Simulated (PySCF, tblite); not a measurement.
# C₆H₁₆BN: geometry, infrared bands and NMR shifts

What infrared bands and NMR shifts should C₆H₁₆BN (`[BH3-][N@@H+](C)[C@@H]1CC[C@H]1C`) show?

Computed with tblite 0.8.0 and PySCF 2.14.0, with density-fitted response routines of our own, on a single molecule in the gas phase. Atoms count from 0, in the outputs and in this text.

### Step 1. Starting geometry

24 atoms, charge 0, multiplicity 1; geometry from: force field or distance geometry start.

Bonds of the start (Å): B0–N1 1.55, N1–C2 1.48, N1–C3 1.49, C3–C4 1.55, C4–C5 1.52, C5–C6 1.52, C6–C7 1.53, C6–C3 1.54, B0–H8 1.19, B0–H9 1.18, B0–H10 1.20, N1–H11 1.04, C2–H12 1.11, C2–H13 1.10, C2–H14 1.13, C3–H15 1.12, C4–H16 1.11, C4–H17 1.11, C5–H18 1.12, C5–H19 1.12, C6–H20 1.11, C7–H21 1.12, C7–H22 1.11, C7–H23 1.12.

### Step 2. Geometry optimisation with GFN2-xTB

Job settings and geometry (Å):

```
{"job": {"kind": "relax", "xc": "GFN2-xTB", "basis": "xTB"}, "charge": 0, "multiplicity": 1}
B     -1.601700     0.019400    -1.561900
N     -1.282900     0.223400    -0.062900
C     -2.303500    -0.455900     0.760700
C      0.064100    -0.323100     0.255500
C      0.568600     0.038400     1.674600
C      1.739600     0.793700     1.057800
C      1.231000     0.479500    -0.344400
C      2.202000    -0.370100    -1.165400
H     -1.533200    -1.134400    -1.859300
H     -0.861700     0.643200    -2.239300
H     -2.715000     0.413300    -1.799100
H     -1.311600     1.241700     0.158900
H     -2.323600    -1.550000     0.587400
H     -2.140500    -0.279500     1.838300
H     -3.325800    -0.035800     0.528600
H      0.133900    -1.428000     0.091500
H      0.894000    -0.846500     2.253200
H     -0.100900     0.718300     2.233100
H      1.710400     1.885800     1.292700
H      2.726200     0.322500     1.312300
H      0.913400     1.407000    -0.870300
H      1.694100    -0.693100    -2.105800
H      3.097200     0.234600    -1.419600
H      2.514200    -1.284700    -0.609200
```

The run is started by

```sh
> OMP_NUM_THREADS=1 python probes_run.py task.json out
```

One launch serves the whole session: the jobs run in the order shown.

**Question.** This job is followed by: GFN2-xTB harmonic vibrations, gas phase; GIAO PBE0/pcSseg-1 NMR shielding, non-relativistic, gas phase. Predict these results of the whole session: strongest single infrared mode (GFN2-xTB); zero-point energy (GFN2-xTB); 13C shifts against TMS (PBE0/pcSseg-1); 1H shifts against TMS (PBE0/pcSseg-1, means over atoms taken as alike); 11B shifts against BF3·OEt2 (PBE0/pcSseg-1); 15N shifts against NH3 (PBE0/pcSseg-1).

As calculated:

| quantity | value |
| --- | --- |
| strongest single infrared mode (GFN2-xTB) | 2425 cm⁻¹, 339 km/mol |
| zero-point energy (GFN2-xTB) | 134.9 kcal/mol |
| 13C shifts against TMS (PBE0/pcSseg-1) | 64.9, 40.0, 39.4, 26.1, 24.0, 21.7 ppm |
| 1H shifts against TMS (PBE0/pcSseg-1, means over atoms taken as alike) | 2.40, 2.35, 2.34, 2.28, 2.15, 1.98, 1.76, 1.44, 1.40, 1.27 ppm |
| 11B shifts against BF3·OEt2 (PBE0/pcSseg-1) | -22.2 ppm |
| 15N shifts against NH3 (PBE0/pcSseg-1) | 77.6 ppm |

**Reading.** Relaxing lowered the energy by 0.449 eV in 89 steps; the close pair that moved most is B0–N1, from 1.546 to 1.648 Å. All 66 modes are real, so the xTB geometry is a minimum. The strongest single mode, at 2425 cm⁻¹, moves mainly H10. GFN2-xTB is a fitted tight-binding method: band positions and strengths are rough. Its intensities can rank the bands wrongly. The most deshielded carbon is C3 (sp3 CH bonded to N), at 64.9 ppm: deshielded by the electronegative neighbour. H12, H13, H14 (mean) (hydrogen on a methyl carbon bonded to N) lies farthest downfield among hydrogen, at 2.40 ppm; its carbon carries N, which withdraws density. At PBE0/pcSseg-1: The largest span, 63 ppm, is at C2, where the paramagnetic term is -99 ppm.
